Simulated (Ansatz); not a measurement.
# AlMo2As3: the cost of one run

Program: Ansatz 0.2.0. Level of theory: DFT PBE, scalar-relativistic, plane waves, PAW. These are calculated values, not measurements.

## Step 1: The starting structure

It takes space group P6/mmm (No. 191, hexagonal). Conventional cell: a = 5.977 Å, b = 5.977 Å, c = 3.658 Å, α = 90.00°, β = 90.00°, γ = 120.00°. Around Al (site symmetry 6/mmm) lie 6 Mo at 3.45 Å and 12 As at 3.50 Å and 2 Al at 3.66 Å. Mo (site symmetry -6m2) is surrounded by 6 As at 2.51 Å. As (site symmetry mmm) is surrounded by 4 Mo at 2.51 Å and 4 Al at 3.50 Å.

As a file:

```cif
data_structure
_symmetry_space_group_name_H-M 'P6/mmm'
_symmetry_Int_Tables_number 191
_cell_length_a 5.9772
_cell_length_b 5.9772
_cell_length_c 3.6581
_cell_angle_alpha 90.000
_cell_angle_beta 90.000
_cell_angle_gamma 120.000
_cell_volume 113.18
loop_
_atom_site_label
_atom_site_type_symbol
_atom_site_symmetry_multiplicity
_atom_site_Wyckoff_symbol
_atom_site_fract_x
_atom_site_fract_y
_atom_site_fract_z
_atom_site_occupancy
Al1 Al 1 a 0.00000 0.00000 0.00000 1
Mo1 Mo 2 c 0.33333 0.66667 0.00000 1
As1 As 3 g 0.50000 0.00000 0.50000 1
```

A structure generator made this guess: species swapped into a database cell of LuCo3B2 (P6/mmm, No. 191), with Al on the Lu sites, As on the Co sites and Mo on the B sites. The dimensions are guesses.

## Step 2: The guess as it stands, on a coarse mesh

Contents of input.yaml:

```yaml
crystal:
  lattice:
    - [5.97715541, 0.0, 0.0]
    - [-2.9885777, 5.17636842, 0.0]
    - [0.0, 0.0, 3.65813003]
  atoms:
    - { symbol: Al, position: [0.0, 0.0, 0.0] }
    - { symbol: Mo, position: [0.33333333, 0.66666667, 0.0] }
    - { symbol: Mo, position: [0.66666667, 0.33333333, 0.0] }
    - { symbol: As, position: [0.5, 0.0, 0.5] }
    - { symbol: As, position: [0.5, 0.5, 0.5] }
    - { symbol: As, position: [0.0, 0.5, 0.5] }
basis:
  ecutwfc: 420
kpoints:
  mp_grid: { grid: [3, 3, 6] }
hamiltonian:
  xc: pbe
scf:
  occupations: { method: gaussian, width: 0.1 }
  lower_state_search: "off"
output:
  forces: true
  stress: true
  eigenvalues: true
```

Launch:

```console
$ ansatz run input.yaml --threads 1 --pin off --max-ram 2048MiB --backend cpu --events-out ev --progress --plain --runs-dir out
```

Q: Estimate wall time and peak memory on 1 thread of Arm Neoverse N1, shared host.

About 6.4 s, with a peak of 0.38 GiB.
